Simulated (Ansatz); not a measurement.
# CH7ClSn: the cost of one run

Program: Ansatz 0.2.0, Gaussian basis. Level of theory: PBE0-D4, def2-SVP first, then def2-TZVP. These are calculated values, not measurements.

143 further runs of the same task are left out: 143 set aside as unsound or not needed.

### 1 Where the work starts

The guess: 10 atoms, charge 0, spin multiplicity 1.

Atoms are counted from 1 here; the program's logs count them from 0.

Bond lengths: Sn1–H3 1.673 Å, Sn1–H4 1.721 Å, Sn1–H5 1.673 Å, Sn1–C7 2.439 Å, H6–C7 1.338 Å, C7–H8 1.089 Å, C7–H9 1.088 Å, C7–H10 1.095 Å. Angles: H3–Sn1–H4 108.7°, H3–Sn1–H5 118.7°, H3–Sn1–C7 112.6°, H4–Sn1–H5 108.7°, H4–Sn1–C7 92.0°, H5–Sn1–C7 112.7°, Sn1–C7–H6 67.7°, Sn1–C7–H8 94.2°, Sn1–C7–H9 94.4°, Sn1–C7–H10 147.1°, H6–C7–H8 124.0°, H6–C7–H9 123.8°, H6–C7–H10 79.4°, H8–C7–H9 109.5°, H8–C7–H10 104.3°, H9–C7–H10 104.4°.

As a file:

```tsv
atom	x (Å)	y (Å)	z (Å)
Sn1	-0.78300	0.21470	-1.00470
Cl2	2.20210	0.45340	-1.02080
H3	-0.44470	-0.93690	-2.16980
H4	-2.36010	-0.07910	-0.38030
H5	-0.66050	1.83270	-1.41320
H6	1.15510	0.03370	0.20900
C7	0.25450	-0.29370	1.14280
H8	-0.20910	-1.27530	1.22420
H9	-0.33660	0.43440	1.69530
H10	1.18250	-0.38370	1.71730
```

Distances that are to change: Sn1–C7 2.44 Å, Cl2–H6 1.67 Å, Sn1–Cl2 2.99 Å, H6–C7 1.34 Å.

### 2 Relaxing the guess with the reacting distances held

hold/in.yaml reads:

```yaml
crystal:
  periodic: [false, false, false]
  atoms:
    - {symbol: Sn, position_ang: [-0.783000, 0.214700, -1.004700]}
    - {symbol: Cl, position_ang: [2.202100, 0.453400, -1.020800]}
    - {symbol: H, position_ang: [-0.444700, -0.936900, -2.169800]}
    - {symbol: H, position_ang: [-2.360100, -0.079100, -0.380300]}
    - {symbol: H, position_ang: [-0.660500, 1.832700, -1.413200]}
    - {symbol: H, position_ang: [1.155100, 0.033700, 0.209000]}
    - {symbol: C, position_ang: [0.254500, -0.293700, 1.142800]}
    - {symbol: H, position_ang: [-0.209100, -1.275300, 1.224200]}
    - {symbol: H, position_ang: [-0.336600, 0.434400, 1.695300]}
    - {symbol: H, position_ang: [1.182500, -0.383700, 1.717300]}
basis:
  gaussian: {orbitals: def2-SVP}
hamiltonian: {xc: pbe0, dispersion: d4}
relax: {f_tol: 0.04, max_steps: 150, escape_saddle: false, constraints: [{distance: [0, 6]}, {distance: [1, 5]}, {distance: [0, 1]}, {distance: [5, 6]}]}
```

Launch:

```
$ ansatz run in.yaml --threads 4 --pin off --events-out ev --progress --plain --max-ram 9574MiB
```

**Question.** How long does this run take on 4 threads of Arm Neoverse V1, shared host?

About 8 s.
